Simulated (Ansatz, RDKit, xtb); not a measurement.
# C3H10BNO2: ranking a sample of isomers

A sample of isomers of C3H10BNO2 is drawn. Aim: find which of them has the lowest free energy at 298.15 K, then its properties. The sample is small against all isomers, and the most stable one of this formula need not be in it.

Plan: many cheap relaxations first (GFN2-xTB), then density-functional screening, relaxation at r2SCAN-D4/def2-SVP, vibrations (at GFN2-xTB) and a final energy. The numbers are computed, not measured.

### Step 1. Possible bonding patterns

Isomers were taken from a list of plausible structures; this is a sample, not all of them. That gives 13 candidates.

```tsv
label	SMILES	spin
c016	C[C@H](CN)B(O)O	singlet
c128	COCB(N)OC	singlet
c136	C[O+](C)[BH2-]NC=O	singlet
c202	CNB(OC)OC	singlet
c352	CCOB(N)OC	singlet
c356	CCN(C)B(O)O	singlet
c534	CN[C@H](C)B(O)O	singlet
c609	C[C@H](N)CB(O)O	singlet
c653	COB(CN)OC	singlet
c887	CCCNB(O)O	singlet
c895	[BH3-][NH2+]COC(C)=O	singlet
c920	CCNCB(O)O	singlet
c981	CN(C)CB(O)O	singlet
```

Candidates are built by distance geometry, with a force field where one applies, in up to four conformers (letters a to d).

**Question.** With final energies at CCSD(T)/def2-SVP + MP2/def2-TZVPP - MP2/def2-SVP, which structure will this search put lowest in free energy, and by what margin?

| quantity | value |
| --- | --- |
| lowest structure found | CCCNB(O)O, singlet |
| next finalist | CCN(C)B(O)O, singlet, 6.0 kcal/mol higher in G |
| share at equilibrium, among the finalists | 100.0 % |

The search ends on `CCCNB(O)O`. The margin of 6.0 kcal/mol over the next finalist is beyond the usual error of the last level; it says nothing of structures that weren't ranked. r2SCAN-D4/def2-SVP, r2SCAN-D4/def2-SVP, relaxed, HF/def2-SVP and MP2/def2-SVP already put its bonding pattern lowest among the structures in one piece; GFN2-xTB favours the singlet CCN(C)B(O)O; HF/STO-3G favours the singlet CCOB(N)OC (c352a, not a finalist). 15 minima inside the window were never screened. The search is not exhaustive (a finite list of starts, one conformer a finalist), so a lower isomer can't be ruled out. Only 13 drawn patterns were tried, so whole families of isomers are missing, and the result ranks this sample alone. The lowest isomer need not be the one that is made and kept in a bottle, which depends on barriers.
